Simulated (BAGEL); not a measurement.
# BH3O2 (SMILES OBO): HF/def2-TZVP (density fitting with qzvpp-jkfit)

What is the electronic atomisation energy of BH3O2 at HF/def2-TZVP (density fitting with qzvpp-jkfit)? 

Program for the calculation: BAGEL 1.2.2.

12 further runs of the same task are left out: 12 set aside as unsound or not needed.

## Step 1: Starting point

BH3O2 has 6 atoms, charge 0, and is taken as a singlet. As SMILES, `OBO`. The coordinates come from a PBE0-D4/def2-TZVP relaxation. This is one conformer, not always the lowest.

Bond lengths: O1–B2 1.356 Å, B2–O3 1.356 Å, O1–H4 0.958 Å, B2–H5 1.204 Å, O3–H6 0.958 Å. Angles: O1–B2–O3 116.8°, O1–B2–H5 121.6°, O3–B2–H5 121.6°, B2–O1–H4 112.7°, B2–O3–H6 112.7°.

## Step 2: A single-point energy at HF/def2-TZVP (density fitting with qzvpp-jkfit)

Contents of hf.json:

```json
{ "bagel" : [

{
  "title" : "molecule",
  "basis" : "def2-tzvp.json",
  "df_basis" : "qzvpp-jkfit",
  "angstrom" : "true",
  "geometry" : [
    { "atom" : "O", "xyz" : [      -1.176200,      -0.524500,      -0.251800 ] },
    { "atom" : "B", "xyz" : [       0.049500,       0.028100,      -0.072900 ] },
    { "atom" : "O", "xyz" : [       0.580600,      -0.053800,       1.172500 ] },
    { "atom" : "H", "xyz" : [      -1.494700,      -0.433500,      -1.150600 ] },
    { "atom" : "H", "xyz" : [       0.637800,       0.565600,      -0.976100 ] },
    { "atom" : "H", "xyz" : [       1.445200,       0.354100,       1.232800 ] }
  ]
},

{
  "title" : "hf",
  "charge" : 0
},

{
  "title" : "print",
  "file" : "orbitals.molden",
  "orbitals" : "true"
}

]}
```

The basis set def2-TZVP is read from a file made from the Basis Set Exchange's data (not shown).

The run is started by

```sh
$ BAGEL_NUM_THREADS=1 BAGEL hf.json > hf.out
```

Log:

```text
* using 1 threads per process

  ===============================================================
  ===============================================================

  *** Geometry ***

  { "atom" : "O", "xyz" : [     -2.222696,     -0.991161,     -0.475833 ] },
  { "atom" : "B", "xyz" : [      0.093541,      0.053101,     -0.137761 ] },
  { "atom" : "O", "xyz" : [      1.097175,     -0.101667,      2.215704 ] },
  { "atom" : "H", "xyz" : [     -2.824574,     -0.819196,     -2.174319 ] },
  { "atom" : "H", "xyz" : [      1.205267,      1.068829,     -1.844562 ] },
  { "atom" : "H", "xyz" : [      2.731032,      0.669152,      2.329654 ] },

  Number of auxiliary basis functions:      283

  Since a DF basis is specified, we compute 2- and 3-index integrals:
    o Being stored without compression. Storage requirement is 0.028 GB

  Number of basis functions:      111
  Number of electrons      :       24

    * METHOD: MOLECULE                             0.14

  *** RHF ***

  === Nuclear Repulsion ===
    66.7052445314

      * DIIS with orbital gradients will be used.

  === RHF iteration (def2-tzvp.json) ===
      0       -176.00322232          0.03111293           0.03
      1       -176.19681959          0.02131652           0.03
      2       -176.33834403          0.00174817           0.03
      3       -176.33983950          0.00021083           0.03
      4       -176.33986496          0.00003844           0.03
      5       -176.33986594          0.00001083           0.03
      6       -176.33986603          0.00000313           0.03
      7       -176.33986604          0.00000066           0.03
      8       -176.33986604          0.00000027           0.03
      9       -176.33986604          0.00000009           0.03
     10       -176.33986604          0.00000003           0.03
     11       -176.33986604          0.00000001           0.03
    * SCF iteration converged.

    * Permanent dipole moment:
           (   -0.506674,    -0.462862,     0.778076) a.u.

    * METHOD: HF                                   0.45

    * METHOD: PRINT                                0.02

  ===============================================================
```

It took 1.5 s on 1 thread of Intel Xeon Platinum 8488C (Sapphire Rapids), shared host; peak memory 0.085 GiB.

## Step 3: The B atom at the same level

Contents of input.json:

```json
{ "bagel" : [

{
  "title" : "molecule",
  "basis" : "def2-tzvp.json",
  "df_basis" : "qzvpp-jkfit",
  "angstrom" : true,
  "geometry" : [
    { "atom" : "B", "xyz" : [    0.000000,    0.000000,    0.000000 ] }
  ]
},
{ "title" : "uhf", "nopen" : 1 },
{ "title" : "print", "file" : "orbitals.molden", "orbitals" : true }

]}
```

The basis set def2-TZVP is read from a file made from the Basis Set Exchange's data (not shown).

Run the same way, it converges to -24.53233 Eh (log not shown).

## Step 4: The H atom at the same level

Contents of input.json:

```json
{ "bagel": [

{
  "title": "molecule",
  "basis": "def2-tzvp.json",
  "df_basis": "qzvpp-jkfit",
  "angstrom": true,
  "geometry": [
    { "atom": "H", "xyz": [       0.000000,       0.000000,       0.000000 ] }
  ]
},

{ "title": "uhf", "charge": 0, "nopen": 1 },

{ "title": "print", "file": "orbitals.molden", "orbitals": true }

]}
```

The basis set def2-TZVP is read from a file made from the Basis Set Exchange's data (not shown).

Run the same way, it converges to -0.49981 Eh (log not shown).

## Step 5: The O atom

Contents of calc.json:

```json
{ "bagel" : [

{
  "title" : "molecule",
  "basis" : "def2-tzvp.json",
  "df_basis" : "qzvpp-jkfit",
  "angstrom" : true,
  "geometry" : [
    { "atom" : "O", "xyz" : [    0.000000,    0.000000,    0.000000 ] }
  ]
},
{ "title" : "uhf", "nopen" : 2 },
{ "title" : "print", "file" : "orbitals.molden", "orbitals" : true }

]}
```

The basis set def2-TZVP is read from a file made from the Basis Set Exchange's data (not shown).

Run the same way, it converges to -74.81562 Eh (log not shown).

## Step 6: What came out

Level: HF/def2-TZVP (density fitting with qzvpp-jkfit).

```
                     quantity          value
       molecule: total energy  -176.33987 Eh
      molecule: dipole moment         2.64 D
        molecule: HOMO energy      -13.23 eV
        molecule: LUMO energy        3.31 eV
      molecule: HOMO–LUMO gap       16.54 eV
         B atom: total energy   -24.53233 Eh
        B atom: dipole moment         0.00 D
                 B atom: ⟨S²⟩          0.761
         H atom: total energy    -0.49981 Eh
        H atom: dipole moment         0.00 D
                 H atom: ⟨S²⟩          0.750
         O atom: total energy   -74.81562 Eh
        O atom: dipole moment         0.00 D
                 O atom: ⟨S²⟩          2.008
electronic atomisation energy      18.418 eV
```

Taking the molecule apart into free atoms costs 18.42 eV (1777 kJ/mol), before zero-point energy and without spin-orbit coupling. Hartree–Fock lacks the correlation of the bonding pairs, which as a rule makes this value much too low; in minimal bases other errors can mask that.
